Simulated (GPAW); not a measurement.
Runs of GPAW 26.7.0 on Sn3Te. Symmetry: Pm-3m, No. 221, cubic system. The conventional cell has a = 4.866 Å, b = 4.866 Å, c = 4.866 Å, α = 90.00°, β = 90.00°, γ = 90.00°. Te (site symmetry m-3m) has 12 Sn at 3.44 Å as nearest neighbours. Sn (site symmetry 4/mmm) has 4 Te at 3.44 Å and 8 Sn at 3.44 Å as nearest neighbours. The cell comes from a database or a generator and needn't be the stable form of this composition.

| level | gap on the mesh (eV) | pressure (GPa) | relaxed volume (Å³/atom) |
| --- | --- | --- | --- |
| PBEsol+D3(BJ) | none | -0.1 | (b) |
| PBEsol+D3 | none | 0.0 | (a) |
| PBEsol+D4 | none | 0.0 | 26.38 |
| PBEsol | none | 0.0 | 27.18 |
| PBEsol+D3(BJ)+ATM | none | -0.1 | 26.00 |

Alike in all rows: task relaxation of cell and atoms; potentials or basis PAW data sets generated in the run's folder for this functional, pw; no spin polarisation; cell relaxed; k mesh 6 × 6 × 6; cutoff (eV) 600; smearing fermi-dirac 0.05 eV.

Problem. Estimate the missing entries.

Solution. (a) 26.60; (b) 25.88.

Caveats: later steps reuse the first step's grids; pairwise dispersion overbinds metals, which lowers pressure and volume (some runs).

A k mesh can miss the band edges, and the runs leave out spin-orbit coupling on Sn, Te.

A gap of «none» marks a metal or a gap under the smearing width.
